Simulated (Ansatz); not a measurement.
# CH4Ge: the cost of one run

The runs use Ansatz 0.2.0, Gaussian basis; cc-pVDZ, all electrons in the functionals, frozen cores in the correlation of double hybrids and RPA.

Plan: wB97M-V, B2PLYP, RPA-PBE, at charge 0, triplet; charge 0, singlet; charge 0, quintet; charge 1, doublet; charge 1, quartet; displaced geometry v1; displaced geometry v2.

17 further runs of the same task are left out: 3 that didn't finish, 14 set aside as unsound or not needed.

## 1. The system

The geometry is a PBE0/def2-TZVP stationary point (not a proven minimum). No spin-orbit coupling is included. The filled d shell of Ge may be among the frozen orbitals whatever the setting's name suggests; the logs give the count.

6 atoms, charge 0, spin multiplicity 3.

Atoms are counted from 1 here; the program's logs count them from 0.

Bond lengths: Ge1–C2 1.925 Å, Ge1–H3 1.548 Å, Ge1–H4 1.548 Å, C2–H5 1.084 Å, C2–H6 1.087 Å. Angles: C2–Ge1–H3 111.4°, C2–Ge1–H4 111.4°, H3–Ge1–H4 108.7°, Ge1–C2–H5 122.3°, Ge1–C2–H6 121.7°, H5–C2–H6 115.9°.

No dispersion term is added; wB97M-V holds VV10 nonlocal correlation.

The geometry shown and the zero of energy belong to the point charge 0, triplet. The yardstick, UCCSDT(Q), and other wave-function levels (R restricted, U unrestricted, valence and pair active spaces) come from earlier runs.

## 2. wB97M-V, charge 0, triplet

Contents of in.yaml:

```yaml
crystal:
  periodic: [false, false, false]
  atoms:
    - {symbol: Ge, position_ang: [0.030694, 0.000000, 0.303527]}
    - {symbol: C, position_ang: [-0.061588, 0.000000, -1.618867]}
    - {symbol: H, position_ang: [-0.645657, 1.257889, 0.901692]}
    - {symbol: H, position_ang: [-0.645656, -1.257890, 0.901692]}
    - {symbol: H, position_ang: [0.825261, 0.000000, -2.241892]}
    - {symbol: H, position_ang: [-1.012086, 0.000000, -2.145491]}
basis:
  gaussian: {orbitals: cc-pVDZ}
magnetization: {spin_polarized: true, initial_magnetization: 2}
hamiltonian: {xc: {name: wB97M-V}}
output: {orbitals: {seedname: orbitals}}
```

Launch:

```bash
ansatz run in.yaml --threads 1 --pin off --events-out ev --progress --plain --max-ram 2393MiB
```

**Question.** How long does this run take on 1 thread of Arm Neoverse V2, shared host, and how much memory does it need?

About 12 s, with a peak of 0.25 GiB.
